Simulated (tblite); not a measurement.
# C3H14Si3: the cost of one run

The runs use tblite 0.8.0 and PySCF 2.14.0, with density-fitted response routines of our own; the level of theory stands in each step. All values are computed, except where a source is named. Atoms are numbered from 0 throughout.

## 1. Starting geometry

20 atoms, charge 0, multiplicity 1; geometry from: force field or distance geometry start.

Bonds of the start (Å): Si0–C1 1.84, C1–C2 1.50, C2–Si3 1.86, C2–C4 1.48, C4–Si5 1.83, Si0–H6 1.47, Si0–H7 1.49, Si0–H8 1.48, C1–H9 1.12, C1–H10 1.13, C2–H11 1.13, Si3–H12 1.49, Si3–H13 1.49, Si3–H14 1.48, C4–H15 1.13, C4–H16 1.13, Si5–H17 1.46, Si5–H18 1.50, Si5–H19 1.48.

## 2. Relaxing the molecule with GFN2-xTB

What the job is given:

```
{"job": {"kind": "relax", "xc": "GFN2-xTB", "basis": "xTB"}, "charge": 0, "multiplicity": 1}
Si    -0.671000     2.453100    -0.325200
C     -1.011400     0.751800     0.290700
C     -0.521000    -0.359300    -0.582700
Si    -0.986300    -1.944200     0.270500
C      0.933200    -0.410600    -0.835700
Si     2.004300    -0.617800     0.636200
H     -0.770200     2.599700    -1.781300
H     -1.729900     3.329400     0.241000
H      0.596300     3.026400     0.194300
H     -0.668000     0.640700     1.349500
H     -2.132000     0.621800     0.346800
H     -1.122200    -0.314400    -1.544100
H     -2.396900    -2.336600     0.021600
H     -0.079100    -3.039600    -0.160900
H     -0.821500    -1.803600     1.738700
H      1.250600     0.506500    -1.405000
H      1.098300    -1.246500    -1.574900
H      1.198700    -0.692600     1.846800
H      2.875500     0.595700     0.720800
H      2.947500    -1.749100     0.549800
```

Command:

```
$ OMP_NUM_THREADS=1 python probes_run.py task.json out
```

This one command runs all jobs of the session in turn.

**Question.** How long does this first job take on 1 thread of Arm Neoverse V2, shared host, and how much memory does it need?

About 1.2 s, with a peak of 0.18 GiB.
